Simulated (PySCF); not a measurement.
CBOFH4, in a box:

```xyz
8
Lattice="12.0000 0.0000 0.0000 0.0000 13.0000 0.0000 0.0000 0.0000 12.0000" Properties=species:S:1:pos:R:3 pbc="T T T"
C     5.5589    7.6005    5.8644
B     6.2591    6.2373    6.1464
O     5.8835    5.4327    7.1674
F     7.2703    5.8297    5.3628
H     5.1482    7.6127    4.8503
H     4.7557    7.8120    6.5696
H     6.2872    8.4160    5.9072
H     6.4055    4.6260    7.2177
```

Program: PySCF 2.14.0. Alike in all runs: task atomic charges; potentials or basis pob-tzvp-rev2 (all-electron); no spin polarisation; cell as given; k mesh 1 × 1 × 1; smearing fixed.

Order these runs on this cell by their band gap on the k mesh, lowest first.
A. level MN15-L
B. level PBEsol0; exxdiv ewald
C. level X3LYP+D3(BJ); three-body dispersion term no; exxdiv ewald
D. level RPBE+D3; three-body dispersion term no

D (8.58 eV), A (9.92 eV), C (11.02 eV), B (11.29 eV).

Caveats: this is a molecule in a periodic box at the Γ point, so its band gap is the HOMO-LUMO gap; the basis of atomic orbitals isn't converged, which shifts pressures, moduli and gaps.

